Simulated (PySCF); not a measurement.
# CH5BFNO: geometry, spin-spin couplings

Aim: predict the spin-spin couplings of CH5BFNO (`NBOCF`).

Programs: PySCF 2.14.0, with density-fitted response routines of our own. Each step states its level of theory. These are calculated values for one molecule in the gas phase, unless marked as measured. Atoms are numbered from 0 throughout.

### 1 The starting structure

10 atoms, charge 0, multiplicity 1; geometry from: GFN2-xTB. The atoms were then displaced at random by about 0.01 Å, so the start is not that level's minimum.

Bonds of the start (Å): N0–B1 1.37, B1–O2 1.36, O2–C3 1.40, C3–F4 1.39, N0–H5 1.03, N0–H6 1.01, B1–H7 1.15, C3–H8 1.11, C3–H9 1.08.

### 2 Relaxing the molecule at PBE0-D3(BJ)/def2-SVP

Job settings and geometry (Å):

```
{"job": {"xc": "PBE0", "basis": "def2-SVP", "d3": "d3bj", "grid": 1, "shake": 0.01, "kind": "geom"}, "charge": 0, "multiplicity": 1}
N     -1.314210     0.382370    -0.411690
B     -0.950160    -0.522840     0.543040
O      0.340240    -0.728660     0.910340
C      1.451350    -0.010590     0.440250
F      1.496910    -0.055380    -0.944970
H     -2.293070     0.539620    -0.700820
H     -0.680000     0.944850    -0.968430
H     -1.710300    -1.171970     1.105260
H      1.361840     1.063310     0.725530
H      2.347850    -0.461640     0.825610
```

The run is started by

```bash
OMP_NUM_THREADS=1 python probes_run.py task.json out
```

The driver reads the jobs from task.json and runs them one after another.

**Question.** This job is followed by: B3LYP/cc-pVTZ indirect spin-spin coupling, non-relativistic, gas phase; B3LYP/6-31G* indirect spin-spin coupling, non-relativistic, gas phase. Predict these results of the whole session: point group; rotational constants (main isotopes); largest coupling of the table (B3LYP/cc-pVTZ); range of J(C3,F4), mean over like pairs.

**Answer**, as computed:

| quantity | value |
| --- | --- |
| point group | C1 |
| rotational constants (main isotopes) | 8.81, 4.28, 3.11 GHz |
| largest coupling of the table (B3LYP/cc-pVTZ) | 1J(C,F) C3–F4, -269.6 Hz |
| range of J(C3,F4), mean over like pairs | -269.6 to -231.8 Hz |

The optimisation took 6 steps and gained 0.180 eV; among the close pairs (by a distance rule), B1–H7 changed most, from 1.147 to 1.208 Å. No frequency check was run at this level, so the end point may be a saddle. In the run at B3LYP/cc-pVTZ, the largest coupling of the table is C3–F4, -269.6 Hz, of which the Fermi-contact term gives -294.5 Hz. Couplings across rotatable bonds belong to this one conformer; where others are populated, the observed values are averages. The coupling C3–F4, as a mean over pairs of its kind, runs from -269.6 Hz (B3LYP/cc-pVTZ) to -231.8 Hz (B3LYP/6-31G*). Couplings from bases without tight functions are rough.
